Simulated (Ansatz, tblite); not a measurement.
# The cluster CoSi6: a ladder of methods and basis sets

How do method and basis change the picture of the cluster CoSi6 (doublet)?

Method: as each input shows; program: Ansatz 0.2.0, Gaussian basis.

The runs, in order: GFN1-xTB, GFN2-xTB, PBE-D4/def2-TZVP, r2SCAN-D4/def2-TZVP, revPBE-D4/def2-TZVP, PBE-D4/def2-SVP, PBE0-D4/def2-SVP, HF/STO-3G, HF/6-31G, B3LYP-D4/6-31G, PBE0-D4/def2-TZVPD, PBE-D4/def2-TZVPD, r2SCAN-D4/def2-TZVPD, CCSD(T)/def2-SVP, MP2/def2-TZVP, RPA/def2-TZVP.

6 further runs of the same task are left out: 5 that didn't finish, 1 set aside as unsound or not needed. Runs told in other sessions of the task aren't counted.

### Step 1. The geometry

The doublet was relaxed beforehand with r2SCAN-D4/def2-SVP. At that level it is the lowest of the isomers that a small search found.

7 atoms, charge 0, spin multiplicity 2.

Bond lengths: Co1–Si2 2.787 Å, Co1–Si3 2.278 Å, Co1–Si4 2.304 Å, Co1–Si6 2.428 Å, Co1–Si7 2.141 Å, Si2–Si3 2.449 Å, Si2–Si4 2.413 Å, Si2–Si5 2.439 Å, Si2–Si7 2.406 Å, Si3–Si4 2.385 Å, Si3–Si5 2.403 Å, Si3–Si6 2.415 Å, Si5–Si6 2.585 Å, Si6–Si7 2.527 Å. Angles: Si2–Co1–Si3 56.8°, Si2–Co1–Si4 55.6°, Si2–Co1–Si6 91.0°, Si2–Co1–Si7 56.6°, Si3–Co1–Si4 62.7°, Si3–Co1–Si6 61.7°, Si3–Co1–Si7 90.1°, Si4–Co1–Si6 124.3°, Si4–Co1–Si7 111.1°, Si6–Co1–Si7 66.8°, Co1–Si2–Si3 51.1°, Co1–Si2–Si4 52.0°, Co1–Si2–Si5 84.3°, Co1–Si2–Si7 48.0°, Si3–Si2–Si4 58.7°, Si3–Si2–Si5 58.9°, Si3–Si2–Si7 80.3°, Si4–Si2–Si5 117.4° and more.

As a file:

```
Co    1.2355    0.2191    0.8679
Si   -1.3964    0.9365    0.2963
Si    0.4267    0.4143   -1.2526
Si    0.5793    2.3172    0.1766
Si   -1.4119   -1.1158   -1.0220
Si    1.0215   -1.7930   -0.4739
Si   -0.4549   -0.9783    1.4077
```

No spin-orbit coupling is included.

PBE0-D4/def2-TZVP was run before; its log isn't repeated, and its numbers join the tables.

### Step 2. GFN1-xTB

Tight binding, by tblite at 300 K electronic temperature and without a spin-polarisation term:

```python
tblite.interface.Calculator('GFN1-xTB', numbers, positions, charge=0, uhf=1).singlepoint()
```

Energy -385.5612 eV; 0.017 s.

### Step 3. GFN2-xTB

Tight binding, by tblite at 300 K electronic temperature and without a spin-polarisation term:

```python
tblite.interface.Calculator('GFN2-xTB', numbers, positions, charge=0, uhf=1).singlepoint()
```

Energy -373.0574 eV; 0.021 s.

### Step 4. PBE-D4/def2-TZVP

start.molden holds the orbitals of an earlier run on this state, given as this run's starting guess.

File in.yaml:

```yaml
crystal:
  periodic: [false, false, false]
  atoms:
    - {symbol: Co, position_ang: [1.235540, 0.219109, 0.867929]}
    - {symbol: Si, position_ang: [-1.396385, 0.936539, 0.296331]}
    - {symbol: Si, position_ang: [0.426706, 0.414333, -1.252590]}
    - {symbol: Si, position_ang: [0.579332, 2.317153, 0.176563]}
    - {symbol: Si, position_ang: [-1.411863, -1.115841, -1.021962]}
    - {symbol: Si, position_ang: [1.021530, -1.793048, -0.473942]}
    - {symbol: Si, position_ang: [-0.454860, -0.978255, 1.407673]}
basis:
  gaussian: {orbitals: def2-TZVP, initial_orbitals: start.molden}
magnetization: {spin_polarized: true, initial_magnetization: 1}
hamiltonian: {xc: pbe, dispersion: d4}
scf: {omitted_lower_state_checks: [starts]}
output: {orbitals: {seedname: orbitals}}
```

Started as:

```bash
$ ansatz run in.yaml --threads 4 --pin off --events-out ev --progress --plain --max-ram 4787MiB
```

Further steps of the session: r2SCAN-D4/def2-TZVP; revPBE-D4/def2-TZVP; PBE-D4/def2-SVP; PBE0-D4/def2-SVP; HF/STO-3G; HF/6-31G; B3LYP-D4/6-31G; PBE0-D4/def2-TZVPD; PBE-D4/def2-TZVPD; r2SCAN-D4/def2-TZVPD; CCSD(T)/def2-SVP; MP2/def2-TZVP; RPA/def2-TZVP.

Q: Predict the results of all the runs planned. Wanted: gap in def2-TZVP, named functionals, smallest and largest; correlation energy, CCSD(T)/def2-SVP; correlation energy, MP2/def2-TZVP; binding an atom, functionals in def2-TZVP; ⟨S²⟩ in def2-TZVP, named functionals, smallest and largest; PBE0 total energy, smallest basis above largest.

**Answer**, as computed:

| quantity | value |
| --- | --- |
| gap in def2-TZVP, named functionals, smallest and largest | 0.86 eV (PBE-D4), 2.33 eV (PBE0-D4) |
| correlation energy, CCSD(T)/def2-SVP | -28.42 eV |
| correlation energy, MP2/def2-TZVP | -33.33 eV |
| binding an atom, functionals in def2-TZVP | 3.26 (PBE0-D4) to 3.61 eV (PBE-D4) |
| ⟨S²⟩ in def2-TZVP, named functionals, smallest and largest | 0.810, 1.213 |
| PBE0 total energy, smallest basis above largest | 21.82 eV (def2-SVP, def2-TZVPD) |

In words: Over the named functionals in def2-TZVP the gap runs from 0.86 eV (PBE-D4) to 2.33 eV (PBE0-D4); exact exchange widens it. Over the named functionals in def2-TZVP spin contamination reaches 0.46 (PBE0-D4), so some levels may describe another state. Notes on CCSD(T)/def2-SVP: large T1 diagnostic, spin contamination.
